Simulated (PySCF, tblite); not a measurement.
# C4H6FO3S radical: geometry, infrared bands and EPR parameters

Wanted: the infrared bands and EPR parameters of C4H6FO3S radical (`CO/C(F)=[C]/S(C)(=O)=O`), by calculation.

Computed with tblite 0.8.0 and PySCF 2.14.0, with density-fitted response routines of our own, on a single molecule in the gas phase. Atoms are numbered from 0 throughout.

## Step 1: The molecule as given

15 atoms, charge 0, multiplicity 2; geometry from: force field or distance geometry start.

Bonds of the start (Å): C0–O1 1.43, O1–C2 1.40, C2–F3 1.35, C2–C4 1.33, C4–S5 1.75, S5–C6 1.79, S5–O7 1.49, S5–O8 1.49, C0–H9 1.09, C0–H10 1.12, C0–H11 1.11, C6–H12 1.12, C6–H13 1.10, C6–H14 1.12.

## Step 2: Geometry optimisation with GFN2-xTB

Job settings and geometry (Å):

```
{"job": {"kind": "relax", "xc": "GFN2-xTB", "basis": "xTB"}, "charge": 0, "multiplicity": 2}
C      2.921100    -0.192500     0.037800
O      2.106900    -0.614500    -1.055100
C      0.741200    -0.863700    -0.882500
F      0.208000    -2.097500    -1.012100
C      0.002000     0.211900    -0.608600
S     -1.721500    -0.029700    -0.411000
C     -2.217500     1.056400     0.927900
O     -1.946200    -1.438700     0.017100
O     -2.503300     0.353200    -1.619700
H      3.961400    -0.054600    -0.273000
H      2.466300     0.752900     0.420100
H      2.893400    -0.925200     0.875400
H     -2.267900     0.460100     1.873000
H     -1.453100     1.842300     0.985800
H     -3.194900     1.547900     0.702900
```

Launch:

```
> OMP_NUM_THREADS=1 python probes_run.py task.json out
```

This one command runs all jobs of the session in turn.

Log:

```text
step      E/eV     max force
  0    -860.17499    3.734
  1    -860.54972    1.467
  2    -860.67769    1.161
  3    -860.80384    0.766
  4    -860.83217    0.466
  5    -860.84853    0.359
  6    -860.85699    0.319
  7    -860.86513    0.244
  8    -860.86984    0.179
  9    -860.87431    0.221
 10    -860.87916    0.243
 11    -860.88504    0.212
 12    -860.89268    0.253
 13    -860.90272    0.329
 14    -860.91440    0.332
 15    -860.92463    0.257
 16    -860.93264    0.199
 17    -860.94089    0.220
 18    -860.94947    0.276
 19    -860.95847    0.310
 20    -860.96881    0.347
 21    -860.98250    0.322
 22    -860.99877    0.488
 23    -861.01176    0.497
 24    -861.02811    0.540
 25    -861.04303    0.404
 26    -861.05652    0.276
 27    -861.07410    0.253
 28    -861.08150    0.203
 29    -861.08494    0.172
 30    -861.08820    0.194
 31    -861.09171    0.174
 32    -861.09719    0.211
 33    -861.10003    0.134
 34    -861.10182    0.089
 35    -861.10281    0.095
 36    -861.10371    0.100
 37    -861.10454    0.082
 38    -861.10513    0.043
 39    -861.10542    0.040
 40    -861.10563    0.035
 41    -861.10586    0.041
 42    -861.10613    0.041
 43    -861.10640    0.041
 44    -861.10671    0.048
 45    -861.10716    0.056
 46    -861.10785    0.062
 47    -861.10878    0.074
 48    -861.10970    0.077
 49    -861.11051    0.092
 50    -861.11140    0.093
 51    -861.11237    0.079
 52    -861.11322    0.066
 53    -861.11388    0.062
 54    -861.11452    0.056
 55    -861.11545    0.066
 56    -861.11692    0.082
 57    -861.11879    0.096
 58    -861.11982    0.114
 59    -861.11855    0.233
 60    -861.12101    0.098
 61    -861.12158    0.087
 62    -861.12343    0.067
 63    -861.12413    0.068
 64    -861.12455    0.052
 65    -861.12489    0.052
 66    -861.12539    0.049
 67    -861.12592    0.048
 68    -861.12633    0.060
 69    -861.12665    0.069
 70    -861.12705    0.067
 71    -861.12764    0.053
 72    -861.12820    0.064
 73    -861.12871    0.052
 74    -861.12902    0.028
 75    -861.12914    0.020
 76    -861.12918    0.016
 77    -861.12922    0.013
 78    -861.12925    0.011
 79    -861.12927    0.008
```

Run time: 0.61 s. Hardware: 1 thread of Intel Xeon at 2.60GHz, shared host.

Step by step: (not every step is listed)

| step | energy from step 0 (eV) | largest force (eV/Å) |
| --- | --- | --- |
| 0 | 0.0000 | 3.7341 |
| 1 | -0.3747 | 1.4667 |
| 2 | -0.5027 | 1.1611 |
| 3 | -0.6289 | 0.7657 |
| 4 | -0.6572 | 0.4662 |
| 5 | -0.6735 | 0.3594 |
| 6 | -0.6820 | 0.3186 |
| 7 | -0.6901 | 0.2445 |
| 8 | -0.6948 | 0.1789 |
| 14 | -0.7394 | 0.3321 |
| 20 | -0.7938 | 0.3471 |
| 26 | -0.8815 | 0.2762 |
| 32 | -0.9222 | 0.2111 |
| 38 | -0.9301 | 0.0435 |
| 44 | -0.9317 | 0.0479 |
| 50 | -0.9364 | 0.0930 |
| 56 | -0.9419 | 0.0817 |
| 62 | -0.9484 | 0.0672 |
| 68 | -0.9513 | 0.0599 |
| 74 | -0.9540 | 0.0276 |
| 75 | -0.9542 | 0.0200 |
| 76 | -0.9542 | 0.0160 |
| 77 | -0.9542 | 0.0126 |
| 78 | -0.9543 | 0.0112 |
| 79 | -0.9543 | 0.0075 |

Close pairs (by a distance rule), those that changed most:

| bond | before (Å) | after (Å) | change (Å) |
| --- | --- | --- | --- |
| O1–C2 | 1.399 | 1.334 | -0.065 |
| S5–O7 | 1.490 | 1.437 | -0.053 |
| S5–O8 | 1.490 | 1.438 | -0.052 |
| C6–H12 | 1.119 | 1.082 | -0.037 |
| C6–H14 | 1.117 | 1.083 | -0.034 |
| C0–H10 | 1.117 | 1.093 | -0.023 |
| C0–H11 | 1.113 | 1.093 | -0.020 |
| C2–C4 | 1.334 | 1.316 | -0.017 |

The next job starts from the end point, and lists it.

## Step 3: Infrared spectrum with GFN2-xTB

Job settings and geometry (Å):

```
{"job": {"kind": "ir", "xc": "GFN2-xTB", "basis": "xTB"}, "charge": 0, "multiplicity": 2}
C      2.743832    -0.157427     0.095666
O      2.163873    -0.980465    -0.895987
C      0.832742    -0.924159    -0.964960
F      0.397599    -1.735984    -1.947922
C      0.021127    -0.198784    -0.225084
S     -1.731881    -0.136400    -0.278144
C     -2.146268     1.092070     0.978141
O     -2.225991    -1.421599     0.133137
O     -2.090172     0.370099    -1.575452
H      3.818052    -0.312175     0.026896
H      2.499509     0.892548    -0.087279
H      2.383061    -0.437505     1.089043
H     -1.823778     0.705229     1.935694
H     -1.627707     2.007320     0.725197
H     -3.218412     1.245220     0.969142
```

Log:

```text
mode    cm-1     km/mol
  1     -22.0      0.16
  2      67.3      1.32
  3      79.7      0.23
  4     116.9      0.06
  5     121.5      0.83
  6     159.3      0.57
  7     170.2      6.95
  8     200.0      7.88
  9     256.9      4.17
 10     301.4     14.15
 11     367.0     81.33
 12     442.0     54.44
 13     487.7     21.67
 14     507.4     93.25
 15     536.7     33.41
 16     687.3     36.48
 17     716.9    225.69
 18     852.7     97.39
 19     858.1     11.26
 20     966.9     33.93
 21    1047.0      2.36
 22    1090.7    231.39
 23    1123.6      1.70
 24    1146.7     97.52
 25    1201.8    303.85
 26    1223.5    372.22
 27    1265.1     37.56
 28    1391.6      6.79
 29    1415.1      7.58
 30    1421.2     11.37
 31    1441.5     11.03
 32    1465.1      8.15
 33    1697.8    541.68
 34    2954.3     20.04
 35    2969.1     15.57
 36    3043.5      3.03
 37    3066.7      1.05
 38    3084.8      0.11
 39    3093.7      1.29
```

Run time: 0.59 s. Hardware: 1 thread of Intel Xeon at 2.60GHz, shared host.

The strongest bands and the atoms that carry them (share of the mass-weighted mode):

| cm⁻¹ | km/mol | atoms |
| --- | --- | --- |
| 507 | 93.2 | S5 31 %, O1 21 % |
| 717 | 225.7 | C6 34 %, S5 32 % |
| 853 | 97.4 | H14 43 %, C6 18 %, H12 13 %, H13 11 % |
| 1091 | 231.4 | O8 36 %, O7 33 %, S5 24 % |
| 1147 | 97.5 | H9 25 %, C0 23 %, O1 19 %, H10 11 % |
| 1202 | 303.9 | O1 42 %, C2 31 %, C4 10 % |
| 1224 | 372.2 | S5 43 %, O7 30 %, O8 27 % |
| 1698 | 541.7 | C2 57 %, C4 40 % |

## Step 4: EPR parameters: B3LYP/pcH-1

The job, as its differences from that of step 3:

```diff
@@ -1,2 +1,2 @@
-{"job": {"kind": "ir", "xc": "GFN2-xTB", "basis": "xTB"}, "charge": 0, "multiplicity": 2}
+{"job": {"kind": "epr", "basis": "pcH-1"}, "charge": 0, "multiplicity": 2}
 C      2.743832    -0.157427     0.095666
```

With the program's defaults for keys left out, this is: UKS B3LYP, pcH-1 on C F H O S, non-relativistic, mean-field spin-orbit, GIAO.

Log:

```text
UKS, coarse grid
  cycle   1  E = -879.21651484  |g| = 1.01e+00
  cycle   2  E = -877.32088698  |g| = 2.33e+00
  cycle   3  E = -879.48469274  |g| = 4.01e-01
  cycle   4  E = -879.56400073  |g| = 1.05e-01
  cycle   5  E = -879.56733060  |g| = 6.38e-02
  cycle   6  E = -879.56918448  |g| = 1.30e-02
  cycle   7  E = -879.56925418  |g| = 8.57e-03
  cycle   8  E = -879.56928734  |g| = 3.03e-03
  cycle   9  E = -879.56929686  |g| = 1.79e-03
  cycle  10  E = -879.56929888  |g| = 1.13e-03
  cycle  11  E = -879.56930089  |g| = 6.67e-04
UKS, final grid
  cycle   1  E = -879.56926255  |g| = 1.08e-03
  cycle   2  E = -879.56926136  |g| = 2.39e-03
  cycle   3  E = -879.56926341  |g| = 2.25e-04
  cycle   4  E = -879.56926353  |g| = 1.83e-04
  cycle   5  E = -879.56926379  |g| = 1.25e-04
  cycle   6  E = -879.56926386  |g| = 6.23e-05
  cycle   7  E = -879.56926387  |g| = 3.86e-05
  cycle   8  E = -879.56926389  |g| = 1.41e-05
  cycle   9  E = -879.56926389  |g| = 6.55e-06
E = -879.56926389 Eh   <S^2> = 0.7576 (exact 0.7500)
g shifts (ppm)      1          2          3
  rmc          -187       -187       -187
  gc             59         30         12
  oz_so        -387       -129       1494
  total        -515       -286       1318
hyperfine (MHz)  atom isotope    a_iso     a_fc   dipolar eigenvalues
    0   13C      13.27      13.27     -1.34     -1.09      2.43
    1   17O       1.14       1.16     -8.44      0.92      7.52
    2   13C      11.86      11.87    -17.15      2.18     14.97
    3   19F     108.30     107.58   -124.48    -86.29    210.77
    4   13C     322.44     322.57    -73.94    -56.79    130.72
    5   33S       8.85       8.83     -2.17     -1.72      3.89
    6   13C      -7.36      -7.34     -0.94     -0.71      1.65
    7   17O      -1.45      -1.33    -17.84      8.42      9.42
    8   17O      -2.93      -2.78    -24.63     11.68     12.95
    9    1H       6.32       6.32     -1.69     -1.37      3.06
   10    1H       3.39       3.39     -5.07     -2.93      8.00
   11    1H       1.87       1.87     -5.15     -3.07      8.22
   12    1H       3.38       3.38     -2.81     -2.42      5.23
   13    1H       3.99       3.99     -2.94     -2.57      5.51
   14    1H       7.08       7.08     -1.47     -1.36      2.83
```

It took 1.7 min on 1 thread of Intel Xeon at 2.60GHz, shared host; peak memory 1.1 GiB.

Principal g values 2.00180, 2.00203, 2.00364; g(iso) = 2.00249, against 2.00232 for a free electron.

Mean a(iso) over the nuclei that a row names, and the largest dipolar term of the row (other rows stand at the frozen geometry):

| nuclei | isotope | a(iso) (MHz) | a(iso) (G, at g = 2.0023) | largest dipolar term (MHz) |
| --- | --- | --- | --- | --- |
| C4 | 13C | 322.4 | 115.1 | 130.7 |
| F3 | 19F | 108.3 | 38.6 | 210.8 |
| C0 | 13C | 13.3 | 4.7 | 2.4 |
| C2 | 13C | 11.9 | 4.2 | -17.1 |
| S5 | 33S | 8.8 | 3.2 | 3.9 |
| C6 | 13C | -7.4 | -2.6 | 1.7 |
| H12, H13, H14 | 1H | 4.8 | 1.7 | 5.5 |
| H9, H10, H11 | 1H | 3.9 | 1.4 | 8.2 |
| O7, O8 | 17O | -2.2 | -0.8 | -24.6 |
| O1 | 17O | 1.1 | 0.4 | -8.4 |

Mulliken spin populations:

C0 0.00; O1 0.01; C2 -0.08; F3 0.04; C4 0.92; S5 0.00; C6 0.00; O7 0.05; O8 0.07; H9 0.00; H10 0.00; H11 0.00; H12 0.00; H13 0.00; H14 0.00

In first order the couplings over 0.8 MHz of 19F, 1H give 32 distinct lines over 47.9 G, if the averaged nuclei exchange fast; the same motion can average rows kept apart here too.

Orbitals, density, ELF and potential are computed afterwards from the orbital file.

ELF in a plane through or near 9 of the atoms.

Ten even steps from '0' (0.00) to '9' (1.00):
```
0000000000000000000000000000
0000000000000000000000000000
0000000000000000000000000000
0000000000000000000000000000
0000000000000000000000000000
0000000000000000001100000000
0001674122100000135423310000
0006999456300320156458960000
0009999335405871151789993000
0007998445107676489679991000
0001211587336628327625740000
0000003845818558341310000000
0000004885413213334300000000
0000002520376100222100000000
0000000003837710000000000000
0000000004888620000000000000
0000000001243200000000000000
0000000000000000000000000000
0000000000000000000000000000
0000000000000000000000000000
```
The map spans 12.7 Å across and 10.0 Å up, centred on the molecule. Atoms in the plane (x, y in Å): C0 (-2.7, 0.7), O1 (-2.4, -0.7), C2 (-1.1, -1.1), F3 (-1.0, -2.4), C4 (-0.1, -0.3), S5 (1.6, -0.7), C6 (2.5, 0.9), H9 (-3.8, 0.8), H14 (3.5, 0.7).

On the surface of density 0.002 e/bohr³ the electrostatic potential runs, from the 1st to the 99th percentile, from -1.72 V near O7 to 1.45 V near H13.

The spin density lies nearest to C4 70 %; C2 7 % (both signs); O8 6 %.

## Step 5: Results

```
                                                                  quantity                  value
                                 strongest single infrared mode (GFN2-xTB)  1698 cm⁻¹, 542 km/mol
                                              zero-point energy (GFN2-xTB)          61.5 kcal/mol
                                                            g(iso) (B3LYP)                2.00249
                                                                      ⟨S²⟩     0.758 (exact 0.75)
                                        largest a(iso) (averaged by class)   13C on C4, 322.4 MHz
potential on the surface of density 0.002 e/bohr³, 1st and 99th percentile     -1.72 V and 1.45 V
```

Over 79 steps the energy fell by 0.954 eV; of the close pairs, O1–C2 changed most, 1.399 to 1.334 Å. The lowest mode is imaginary (22i cm⁻¹), so the xTB geometry is not a minimum: the zero-point energy counts the real modes alone, and all values at this geometry belong to a saddle point. The strongest single mode, at 1698 cm⁻¹, moves mainly C2 and C4. Unscaled tight-binding wavenumbers are off by several per cent, some by more. Its intensities can rank the bands wrongly. Most of the unpaired spin sits on C4 (0.92 e). The isotropic g lies 0.2 ppt above the free-electron value. These values are for one conformer; the search (at its own cheap level) found 2 more, at 0.25, 0.37 kcal/mol, and measured spectra average over such forms.
